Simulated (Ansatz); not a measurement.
# K2SiB2: the cost of one run

Program: Ansatz 0.2.0. Level of theory: DFT PBE, scalar-relativistic, plane waves, PAW. These are calculated values, not measurements.

2 further runs of the same task are left out: 1 that didn't finish, 1 set aside as unsound or not needed.

### 1 The starting structure

It takes space group P6/mmm (No. 191, hexagonal). Conventional cell: a = 3.835 Å, b = 3.835 Å, c = 5.787 Å, α = 90.00°, β = 90.00°, γ = 120.00°. Around K (site symmetry 6mm) lie 1 Si at 1.27 Å. Si (site symmetry 6/mmm) has 2 K at 1.27 Å as nearest neighbours. B (site symmetry -6m2) has 3 B at 2.21 Å as nearest neighbours.

As a file:

```
CELL_PARAMETERS angstrom
3.83511 0.00000 0.00000
-1.91755 3.32130 0.00000
0.00000 0.00000 5.78719
ATOMIC_POSITIONS crystal
K 0.00000 0.00000 0.77993
K 0.00000 0.00000 0.22007
Si 0.00000 0.00000 0.00000
B 0.33333 0.66667 0.50000
B 0.66667 0.33333 0.50000
```

The cell is invented: random cell by space group and Wyckoff sites (P6/mmm, No. 191). Lengths come from tabulated atomic sizes and are only a guess.

### 2 Probe: one point on a coarse mesh

input.yaml

```yaml
crystal:
  lattice:
    - [3.83510533, 0.0, 0.0]
    - [-1.91755267, 3.32129865, 0.0]
    - [0.0, 0.0, 5.78719145]
  atoms:
    - { symbol: K, position: [0.0, 0.0, 0.7799335] }
    - { symbol: K, position: [0.0, 0.0, 0.2200665] }
    - { symbol: Si, position: [0.0, 0.0, 0.0] }
    - { symbol: B, position: [0.33333333, 0.66666667, 0.5] }
    - { symbol: B, position: [0.66666667, 0.33333333, 0.5] }
basis:
  ecutwfc: 420
kpoints:
  mp_grid: { grid: [6, 6, 4] }
hamiltonian:
  xc: pbe
scf:
  occupations: { method: gaussian, width: 0.1 }
  lower_state_search: "off"
output:
  forces: true
  stress: true
  eigenvalues: true
```

Command:

```sh
$ ansatz run input.yaml --threads 1 --pin off --max-ram 2048MiB --backend cpu --events-out ev --progress --plain --runs-dir out
```

What time and memory should one allow on 1 thread of Intel Xeon Platinum 8259CL at 2.50GHz (Skylake/Cascade Lake), shared host?

About 9 s, with a peak of 0.39 GiB.
